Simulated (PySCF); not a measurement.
# The bond of BeAl, level by level

An exercise on one series of results from a longer session: the logs are not shown, and one member is left open.

Program: PySCF 2.14.0. Level of theory: Be 6-31G(d,p), Al 6-31G(d,p), no relativity. These are calculated values, not measurements.

The first run:

Settings of the job:

```json
{
  "atoms": "Be, Al",
  "charge": "0",
  "basis": "Be 6-31G(d,p), Al 6-31G(d,p)",
  "Hamiltonian": "no relativity",
  "basis functions": "32",
  "electrons treated": "17",
  "masses in u": "9.0122, 26.9815",
  "levels": "PBE0, PBE, r²SCAN, M06-L, TPSS, B2PLYP, HF, MP2, SCS-MP2, CCSD, CCSD(T)",
  "grid": "80 radial by 434 angular points",
  "occupations": "held fixed by the projection of orbital angular momentum",
  "dissociation limit": "Be + Al, each in its ground configuration",
  "starting distance in angstrom": "2.155",
  "values of 2S to try": "1, 3"
}
```

Command:

```bash
$ OMP_NUM_THREADS=1 python dia.py task.json out
```

Among the steps run: Input; The PBE0 curve of the state that the search chose; Higher solutions at PBE0; PBE (GGA); r²SCAN; M06-L (meta-GGA); TPSS (meta-GGA); B2PLYP (double hybrid); UHF; MP2 and coupled cluster.

One table of the session follows, with a row left open; its other results are not shown here.

Energy (eV) from each level's lowest point:

| R (Å) | UHF | UHF-MP2 | UHF-SCS-MP2 | UHF-CCSD | UHF-CCSD(T) |
| --- | --- | --- | --- | --- | --- |
| 2.086 | 0.537 | 0.367 | 0.375 | n/a | n/a |
| 2.183 | 0.316 | 0.160 | 0.169 | 0.176 | 0.156 |
| 2.280 | 0.180 | 0.046 | 0.054 | 0.064 | 0.050 |
| 2.353 | ? | ? | ? | ? | ? |
| 2.426 | 0.072 | 0.000 | 0.000 | 0.001 | 0.000 |
| 2.499 | 0.044 | 0.013 | 0.007 | 0.000 | 0.007 |
| 2.596 | 0.022 | 0.048 | 0.032 | 0.016 | 0.036 |
| 2.717 | 0.008 | 0.101 | 0.074 | 0.052 | 0.087 |
| 2.863 | 0.001 | 0.162 | 0.123 | 0.099 | 0.151 |
| 3.057 | 0.000 | 0.228 | 0.174 | n/a | n/a |

Estimate the missing values for R (Å) = 2.353.

Worked estimate for «UHF». A straight line through the neighbours (2.280, 0.180) and (2.426, 0.072) gives 0.180 + (0.072 − 0.180) × (2.353 − 2.280) / (2.426 − 2.280) = 0.126; a parabola fitted to 4 rows on both sides gives 0.113.

As computed: UHF: 0.115; UHF-MP2: 0.008; UHF-SCS-MP2: 0.013; UHF-CCSD: 0.020; UHF-CCSD(T): 0.012. In «UHF» the line misses by +0.011 and the parabola by -0.002.
